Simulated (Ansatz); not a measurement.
# BF2HS, SMILES FB(F)S: a polarisability from point charges

Computed with Ansatz 0.2.0, Python API.

Run as a notebook:

**Cell 1**
```python
import warnings

import ansatz as az
import numpy as np
```

**Cell 2**
```python
warnings.simplefilter('ignore', az.DeckWarning)
```

**Cell 3**
```python
geometry_ang = [
    ('F', [0.935, -1.5542, 0.127]),
    ('B', [-0.1245, -0.4859, 0.2488]),
    ('F', [-0.9098, -0.3679, 1.4609]),
    ('S', [-0.369, 0.7208, -1.1725]),
    ('H', [0.5181, 1.6135, -0.7056]),
]
system = az.Crystal.molecule()
for symbol, xyz in geometry_ang:
    system = system.atom(symbol, xyz)
```

**Cell 4**
```python
calc = system.calculation()
calc = calc.basis(gaussian='def2-SVPD').functional('PBE0')
calc = calc.forces()
# charges +q and -q at -R and +R make a nearly even field 2 k q / R^2 at the centre
centre = np.mean([site.position_ang for site in system.cartesian_sites], axis=0)
field = 2 * 14.399645 * 2.0 / 40.0 ** 2
```

**Cell 5**
```python
def dipole(axis, sign):
    arm = 40.0 * np.eye(3)[axis]
    pair = [{'charge': sign * 2.0, 'position_ang': (centre - arm).tolist()}, {'charge': -sign * 2.0, 'position_ang': (centre + arm).tolist()}]
    deck = calc.input().set(az.key.basis.gaussian.point_charges, pair)
    return np.array(az.Session.from_dict(deck).plan().execute().report['charge_distribution']['dipole_moment_e_ang'])
```

**Cell 6**
```python
print(f'field {field:.4f} V/A')
alpha = np.array([(dipole(axis, 1) - dipole(axis, -1)) / (2 * field) * 14.399645 for axis in range(3)])
print('polarisability tensor (A^3)')
print(np.array2string(alpha, precision=3, suppress_small=True))
print(f'mean {np.trace(alpha) / 3:.3f} A^3 = {np.trace(alpha) / 3 / 0.14818471:.2f} bohr^3')
```
Output:
```text
field 0.0360 V/A
polarisability tensor (A^3)
[[ 5.193 -0.418 -0.194]
 [-0.419  5.744 -0.629]
 [-0.195 -0.63   5.823]]
mean 5.586 A^3 = 37.70 bohr^3
```

The settings weren't tested for convergence. The geometry is a force-field or estimated start, not a minimum of this method, and the basis set is short of its limit. The field of two point charges is only nearly even. The whole script took 9.2 s on 1 thread of Intel(R) Xeon(R) 6975P-C (Granite Rapids), on a shared host, peak memory 0.25 GiB.

(Lines on the test bed's own set-up are left out of the output.)
